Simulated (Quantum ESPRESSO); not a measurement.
Crystal: BiTe.

```xyz
2
Lattice="2.4227 1.3988 3.3173 -2.4227 1.3988 3.3173 0.0000 -2.7975 3.3173" Properties=species:S:1:pos:R:3 pbc="T T T"
Bi    0.0000    0.0000    4.9759
Te    0.0000    0.0000    0.0000
```

The cell comes from a database or a generator and needn't be the stable form of this composition.

```yaml
Program: Quantum ESPRESSO 7.5
Task: phonons and electron-phonon coupling
Functional: PBE
Potentials_or_basis: GBRV 1.5 PBE
Cutoff: 612 eV
Density_cutoff: 4898 eV
k_mesh: 3 × 3 × 3
Occupations: methfessel-paxton, width 0.272 eV
Spin: no spin polarisation
Mixing_beta: 0.5
Most_SCF_iterations: 120
SCF_threshold: 4e-10 Ry
q_mesh: 3 × 3 × 3
```

The cell and the atoms were relaxed first, to 33.63 Å³/atom (a = 4.360 Å, b = 4.360 Å, c = 4.360 Å, α = 66.90°, β = 66.90°, γ = 66.90°), and the response was taken there.

```
Bi Te
1.0
     2.40300    1.38737    3.36266
    -2.40300    1.38737    3.36266
     0.00000   -2.77475    3.36266
Bi Te
1 1
Direct
  0.50000 0.50000 0.50000
  0.00000 0.00000 0.00000
```

Question: Is this structure dynamically stable at this level, and how far does the spectrum reach?

Answer: No: the interpolated spectrum has imaginary modes, down to 26i cm⁻¹ near q = (0.50, 0.09, -0.09). The highest frequency is 118 cm⁻¹.

Phonon frequencies at the corners of the path (cm⁻¹, interpolated; i marks imaginary ones):
| point | frequencies |
| --- | --- |
| Γ | 0 0 0 52 82 82 |
| L | 24i 44 44 71 86 94 |
| B1 | 29 40 53 71 75 80 |
| B | 29 40 53 71 75 80 |
| Z | 66 66 79 92 92 118 |
| X | 22 45 49 55 60 70 |
| Q | 22 45 49 55 60 70 |
| F | 23i 10i 39 54 62 80 |
| P1 | 37 46 49 77 82 84 |
| P | 37 46 49 77 82 84 |

Phonon states per cell in windows of 10 cm⁻¹ (negative: imaginary):
| from (cm⁻¹) | total | Bi | Te |
| --- | --- | --- | --- |
| -30 | 0.01 | 0.00 | 0.00 |
| -20 | 0.03 | 0.01 | 0.02 |
| -10 | 0.07 | 0.04 | 0.04 |
| 0 | 0.14 | 0.08 | 0.05 |
| 10 | 0.23 | 0.15 | 0.08 |
| 20 | 0.38 | 0.26 | 0.12 |
| 30 | 0.51 | 0.36 | 0.14 |
| 40 | 0.97 | 0.72 | 0.24 |
| 50 | 0.85 | 0.56 | 0.29 |
| 60 | 0.86 | 0.31 | 0.55 |
| 70 | 0.94 | 0.27 | 0.67 |
| 80 | 0.83 | 0.21 | 0.63 |
| 90 | 0.14 | 0.02 | 0.12 |
| 100 | 0.04 | 0.00 | 0.03 |
| 110 | 0.01 | 0.00 | 0.01 |

Caveat: the k mesh is coarse (spacing up to 0.54 Å⁻¹), so the values aren't converged; the mesh is thin for the phonons of a metal; some modes are imaginary; the interpolated spectrum has imaginary branches, which spoil the λ, ω_log and α²F that the log prints; λ from interpolated matrix elements is rough: modes that symmetry makes equal can differ by tens of percent.
